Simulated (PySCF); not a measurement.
**SbI⁺ with other numerical set-ups**

Aim: see how much the energy and properties of SbI⁺ depend on the numerical set-up.

The runs use PySCF 2.14.0; method and basis as typed in the scripts.

7 further runs of the same task are left out: 2 for a known fault of the program, 5 that didn't finish.

## (1) The starting structure

SbI⁺: 2 atoms, charge 1, spin multiplicity 2.

Bond lengths: Sb1–I2 2.914 Å.

## (2) The base run

The input, input.py:

```python
from pyscf import gto, dft

mol = gto.M(
    atom='Sb 0 0 0; I 0 0 2.914',
    basis='lanl2dz',
    ecp={'Sb': 'lanl2dz', 'I': 'lanl2dz'},
    charge=1,
    spin=1,
    verbose=4,
)
mf = dft.UKS(mol, xc='m06')
mf.kernel()
mf.dip_moment()
print('orbital energies (hartree):', [e[max(0, n-3):n+3].round(4) for e, n in zip(mf.mo_energy, mol.nelec)])
```

Launch:

```bash
$ OMP_NUM_THREADS=1 python input.py
```

Its log is not repeated here.

Base result: E(SCF) = -16.422731 Eh, 12 cycles, ⟨S²⟩ = 0.785.

The bond length is a typed value, not an optimised one. The dipole of an ion depends on the origin.

## (3) Sbkjc

Edit 1 changes basis set: lanl2dz → sbkjc. The core potential changes with it: totals don't compare.

The input, input.py:

```python
from pyscf import gto, dft

mol = gto.M(
    atom='Sb 0 0 0; I 0 0 2.914',
    basis='sbkjc',
    ecp={'Sb': 'sbkjc', 'I': 'sbkjc'},
    charge=1,
    spin=1,
    verbose=4,
)
mf = dft.UKS(mol, xc='m06')
mf.kernel()
mf.dip_moment()
print('orbital energies (hartree):', [e[max(0, n-3):n+3].round(4) for e, n in zip(mf.mo_energy, mol.nelec)])
```

Launch:

```bash
$ OMP_NUM_THREADS=1 python input.py
```

## (4) Sto-3g (core potential off)

Edit 2 changes basis set: lanl2dz → sto-3g; core potential: on → off. The core potential changes with it: totals don't compare.

input.py: that of step 2 with these lines changed.

```diff
@@ -4,4 +4,3 @@
     atom='Sb 0 0 0; I 0 0 2.914',
-    basis='lanl2dz',
-    ecp={'Sb': 'lanl2dz', 'I': 'lanl2dz'},
+    basis='sto-3g',
     charge=1,
```

## (5) Cartesian functions on

Edit 3 changes Cartesian functions: off → on.

input.py: that of step 2 with these lines changed.

```diff
@@ -8,2 +8,3 @@
     spin=1,
+    cart=True,
     verbose=4,
```

**Question.** What will these runs give? Wanted: for each run, E(SCF); from base; gap, α spin.

**Answer**, as computed:

```tsv
run	E(SCF) (hartree)	from base (eV)	cycles	gap, α spin (eV)	functions
base	-16.422731	0	12	1.59	16
sbkjc	-16.522510	not comparable	16	1.59	16
sto-3g (core potential off)	-13105.878080	not comparable	31	1.31	54
Cartesian functions on	-16.422731	0.0000	12	1.59	16
```

What this shows: The SCF energy stays the same, to the digits that matter, with Cartesian functions on. The basis has no d shells, so the Cartesian switch can't act. The dearest run is “sto-3g (core potential off)”, at 16 s against 2.7 s.
